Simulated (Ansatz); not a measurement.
Crystal: SiNi2.

```
Ni Si
1.0
     4.99000    0.00000    0.00000
     0.00000    3.72000    0.00000
     0.00000    0.00000    7.03000
Ni Si
8 4
Direct
  0.32500 0.75000 0.93700
  0.67500 0.25000 0.06300
  0.17500 0.25000 0.43700
  0.82500 0.75000 0.56300
  0.45800 0.75000 0.29700
  0.54200 0.25000 0.70300
  0.04200 0.25000 0.79700
  0.95800 0.75000 0.20300
  0.78600 0.75000 0.88600
  0.21400 0.25000 0.11400
  0.71400 0.25000 0.38600
  0.28600 0.75000 0.61400
```

```yaml
Program: Ansatz 0.2.0
Task: relaxation of cell and atoms
Functional: RPBE
Dispersion: D4
Potentials_or_basis: Ansatz PAW
Cutoff: "420 eV (not typed: the program's choice for these potentials)"
k_mesh: 6 × 7 × 4
Occupations: fermi-dirac, width 0.05 eV
Spin: collinear spin, ferromagnetic start
Starting_moments: "[1.0, 1.0, 1.0, 1.0, 1.0, 1.0, 1.0, 1.0, 0.0, 0.0, 0.0, 0.0] μB"
```

At the start: volume 10.87 Å³/atom.

**Question.** Where does the relaxation end?

**Answer.** It ends after 6 steps and the volume is 10.52 Å³/atom (-3.3 %); space group Pnma (No. 62, to 0.05 Å); moment 0.00 μB per cell.

Step by step:
| step | energy change (eV) | largest force (eV/Å) | volume (Å³) |
| --- | --- | --- | --- |
| 1 | 0.0000 | 0.3765 | 130.50 |
| 2 | -0.0852 | 0.2116 | 128.34 |
| 3 | -0.1187 | 0.0714 | 126.11 |
| 4 | -0.1222 | 0.0405 | 126.25 |
| 5 | -0.1230 | 0.0039 | 126.25 |
| 6 | -0.1209 | 0.0040 | 126.25 |

Final structure:
```
Ni Si
1.0
     4.88516    0.00000    0.00000
     0.00000    3.69598    0.00000
     0.00000    0.00000    6.99226
Ni Si
8 4
Direct
  0.32833 0.75000 0.93940
  0.67167 0.25000 0.06060
  0.17167 0.25000 0.43940
  0.82833 0.75000 0.56060
  0.45638 0.75000 0.29131
  0.54362 0.25000 0.70869
  0.04362 0.25000 0.79131
  0.95638 0.75000 0.20869
  0.79436 0.75000 0.88740
  0.20564 0.25000 0.11260
  0.70564 0.25000 0.38740
  0.29436 0.75000 0.61260
```

Caveat: the plane-wave basis is chosen anew once the cell has moved, so the energies of steps on either side of that aren't comparable; pairwise dispersion overbinds metals, which lowers pressure and volume; the PAW data sets come from PBE, with cores solved anew for the run's functional, which leaves a small shift of forces and pressure; the starting moments weren't kept.
